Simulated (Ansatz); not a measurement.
# GeH₃I (SMILES [GeH3][I]): single points off equilibrium

One table from this session's results is given with a row withheld; the runs are named, their logs left out.

Method: single points in def2-TZVPP; program: Ansatz 0.2.0, Gaussian basis.

Cores are frozen in the correlated methods. Filled d shells of the heavier atoms are correlated. Core potentials replace the inner electrons past krypton, and spin-orbit coupling is left out.

**The system as given**

SMILES `[GeH3][I]`, 5 atoms, charge 0, spin multiplicity 1.

Atoms are counted from 1 here; the program's logs count them from 0.

Bond lengths: Ge1–I2 2.444 Å, Ge1–H3 1.475 Å, Ge1–H4 1.475 Å, Ge1–H5 1.506 Å. Angles: I2–Ge1–H3 106.1°, I2–Ge1–H4 107.6°, I2–Ge1–H5 106.3°, H3–Ge1–H4 112.4°, H3–Ge1–H5 111.8°, H4–Ge1–H5 112.2°.

Geometry (Å):

```
Ge   -0.03200    0.01120   -0.22610
I     0.19630   -0.35230    2.18030
H    -0.35890    1.43940   -0.39500
H    -1.10900   -0.87260   -0.71000
H     1.30240   -0.33290   -0.83360
```

The first run:

run/in.yaml reads:

```yaml
crystal:
  periodic: [false, false, false]
  atoms:
    - {symbol: Ge, position_ang: [-0.032000, 0.011200, -0.226100]}
    - {symbol: I, position_ang: [0.196300, -0.352300, 2.180300]}
    - {symbol: H, position_ang: [-0.358900, 1.439400, -0.395000]}
    - {symbol: H, position_ang: [-1.109000, -0.872600, -0.710000]}
    - {symbol: H, position_ang: [1.302400, -0.332900, -0.833600]}
basis:
  gaussian: {orbitals: def2-TZVPP}
correlation: {method: ccsd_t}
output: {forces: true}
```

The command line of these runs was not kept.

Among the steps run: CCSD(T)/def2-TZVPP; PBE0-D4/def2-TZVPP; wB97M-V/def2-TZVPP; r2SCAN-D4/def2-TZVPP; PBE-D4/def2-TZVPP; BLYP-D4/def2-TZVPP; BHLYP-D4/def2-TZVPP.

One table of the session follows, with a row left open; its other results are not shown here.

```
   method  RMS force component (eV/Å)  angle to CCSD(T) forces (°)  dipole (D)
  CCSD(T)                       0.475                    reference        1.54
  PBE0-D4                       0.520                          4.0        1.57
  wB97M-V                       0.472                          1.6        1.63
r2SCAN-D4                       0.495                          1.8        1.55
   PBE-D4                       0.600                          6.6        1.47
  BLYP-D4                       0.654                         11.4        1.46
 BHLYP-D4                           ?                            ?           ?
```

Estimate the missing values for BHLYP-D4.

As computed: RMS force component (eV/Å): 0.492; angle to CCSD(T) forces (°): 6.0; dipole (D): 1.66. In the column «RMS force component (eV/Å)» it lies between CCSD(T) (0.475) and r2SCAN-D4 (0.495).
